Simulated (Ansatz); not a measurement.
**CH₅ClGeS: small, medium and large basis sets**

One table from this session's results is given with a row withheld; the runs are named, their logs left out.

The runs use Ansatz 0.2.0, Gaussian basis; one geometry, several basis sets.

Levels to be run: PBE0-D4/def2-SVP; ωB97M-V/def2-SVP; PBE0-D4/def2-QZVPP; ωB97M-V/def2-QZVPP; the functionals' def2-TZVPP values are taken from earlier runs.

### The geometry

All runs share one geometry, relaxed beforehand with PBE0-D4 in a triple-zeta def2 set.

SMILES `S[CH2][GeH2][Cl]`, 9 atoms, charge 0, spin multiplicity 1.

Atoms are counted from 1 here; the program's logs count them from 0.

Bond lengths: S1–C2 1.805 Å, S1–H5 1.344 Å, C2–Ge3 1.953 Å, C2–H6 1.091 Å, C2–H7 1.093 Å, Ge3–Cl4 2.164 Å, Ge3–H8 1.538 Å, Ge3–H9 1.532 Å. Angles: C2–S1–H5 96.8°, S1–C2–Ge3 112.6°, S1–C2–H6 111.5°, S1–C2–H7 106.1°, Ge3–C2–H6 110.5°, Ge3–C2–H7 108.0°, H6–C2–H7 107.9°, C2–Ge3–Cl4 106.1°, C2–Ge3–H8 112.8°, C2–Ge3–H9 111.8°, Cl4–Ge3–H8 106.1°, Cl4–Ge3–H9 106.8°, H8–Ge3–H9 112.6°.

Set-up of the first run:

in.yaml reads:

```yaml
crystal:
  periodic: [false, false, false]
  atoms:
    - {symbol: S, position_ang: [0.415956, 1.827897, -0.898474]}
    - {symbol: C, position_ang: [0.933210, 0.209308, -0.289370]}
    - {symbol: Ge, position_ang: [-0.451461, -0.673205, 0.767608]}
    - {symbol: Cl, position_ang: [-2.164858, -0.878234, -0.537791]}
    - {symbol: H, position_ang: [-0.737634, 1.426290, -1.459276]}
    - {symbol: H, position_ang: [1.263041, -0.437835, -1.103400]}
    - {symbol: H, position_ang: [1.791070, 0.391232, 0.362774]}
    - {symbol: H, position_ang: [-0.063172, -2.100431, 1.187333]}
    - {symbol: H, position_ang: [-0.897752, 0.188881, 1.953396]}
basis:
  gaussian: {orbitals: def2-SVP}
hamiltonian: {xc: pbe0, dispersion: d4}
output: {orbitals: {seedname: orbitals}}
```

Started as:

```console
$ ansatz run in.yaml --threads 4 --pin off --events-out ev --progress --plain --max-ram 10444MiB
```

Among the steps run: PBE0-D4 in def2-SVP; ωB97M-V in def2-SVP; PBE0-D4 in def2-QZVPP; ωB97M-V in def2-QZVPP.

One of the session's tables, all rows but one given; the rest of the session is left out.

| functional | basis | HOMO (eV) | LUMO (eV) |
| --- | --- | --- | --- |
| PBE0-D4 | def2-SVP | -6.79 | 0.07 |
| PBE0-D4 | def2-TZVPP | -6.94 | -0.18 |
| PBE0-D4 | def2-QZVPP | -6.97 | -0.40 |
| ωB97M-V | def2-SVP | -8.97 | 2.04 |
| ωB97M-V | def2-TZVPP | ? | ? |
| ωB97M-V | def2-QZVPP | -9.18 | 1.20 |

Q: Estimate the row for ωB97M-V, def2-TZVPP from the others.

The run gave: HOMO (eV): -9.14; LUMO (eV): 1.70. In the column «HOMO (eV)» it lies between ωB97M-V, def2-QZVPP (-9.18) and ωB97M-V, def2-SVP (-8.97).
